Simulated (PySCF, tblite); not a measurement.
# C₄H₉BO: geometry, infrared bands and NMR shifts

Aim: predict the infrared bands and NMR shifts of C₄H₉BO (`BOC1CCC1`).

The runs use tblite 0.8.0 and PySCF 2.14.0, with density-fitted response routines of our own; the level of theory stands in each step. All values are computed, except where a source is named. Atoms count from 0, in the outputs and in this text.

## 1. The molecule as given

15 atoms, charge 0, multiplicity 1; geometry from: force field or distance geometry start.

Bonds of the start (Å): B0–O1 1.48, O1–C2 1.38, C2–C3 1.52, C3–C4 1.53, C4–C5 1.52, C5–C2 1.54, B0–H6 1.18, B0–H7 1.20, C2–H8 1.10, C3–H9 1.09, C3–H10 1.11, C4–H11 1.10, C4–H12 1.10, C5–H13 1.09, C5–H14 1.10.

## 2. Optimising the geometry with GFN2-xTB

Job settings and geometry (Å):

```
{"job": {"kind": "relax", "xc": "GFN2-xTB", "basis": "xTB"}, "charge": 0, "multiplicity": 1}
B      2.454100    -0.206800     0.287800
O      1.023200    -0.360000     0.638500
C      0.342800     0.010400    -0.508600
C     -0.849700    -0.851100    -0.875400
C     -1.594700    -0.118100     0.240000
C     -0.691500     1.066900    -0.084600
H      2.927400    -1.088800    -0.334000
H      2.763700     0.895700    -0.081000
H      0.969700     0.316600    -1.356500
H     -1.206300    -0.589500    -1.872700
H     -0.684000    -1.934600    -0.690000
H     -1.443100    -0.533800     1.249300
H     -2.630800     0.136900    -0.038200
H     -0.974700     1.678100    -0.944800
H     -0.410600     1.586100     0.842800
```

Launch:

```sh
> OMP_NUM_THREADS=1 python probes_run.py task.json out
```

This one command runs all jobs of the session in turn.

**Question.** This job is followed by: GFN2-xTB harmonic vibrations, gas phase; GIAO PBE0/pcSseg-1 NMR shielding, non-relativistic, gas phase. Predict these results of the whole session: strongest single infrared mode (GFN2-xTB); zero-point energy (GFN2-xTB); 13C shifts against TMS (PBE0/pcSseg-1, means over atoms taken as alike); 1H shifts against TMS (PBE0/pcSseg-1, means over atoms taken as alike); 11B shifts against BF3·OEt2 (PBE0/pcSseg-1); 17O shifts against H2O (PBE0/pcSseg-1).

The runs gave:

```
                                                               quantity                                   value
                              strongest single infrared mode (GFN2-xTB)                   1355 cm⁻¹, 298 km/mol
                                           zero-point energy (GFN2-xTB)                           78.4 kcal/mol
13C shifts against TMS (PBE0/pcSseg-1, means over atoms taken as alike)                    80.3, 33.5, 12.5 ppm
 1H shifts against TMS (PBE0/pcSseg-1, means over atoms taken as alike)  4.96, 4.62, 2.47, 2.47, 1.87, 1.67 ppm
                            11B shifts against BF3·OEt2 (PBE0/pcSseg-1)                                43.5 ppm
                                 17O shifts against H2O (PBE0/pcSseg-1)                               268.7 ppm
```

Relaxing lowered the energy by 2.045 eV in 95 steps; the close pair that moved most is B0–O1, from 1.481 to 1.321 Å. No mode is imaginary among the 39: a minimum at this level. The strongest single mode, at 1355 cm⁻¹, moves mainly B0 and O1. GFN2-xTB is a fitted tight-binding method: band positions and strengths are rough. Its intensities can rank the bands wrongly. The most deshielded carbon is C2 (sp3 CH bonded to O), at 80.3 ppm: pulled downfield by the heteroatom. At PBE0/pcSseg-1: The largest span, 438 ppm, is at O1, where the paramagnetic term is -328 ppm.
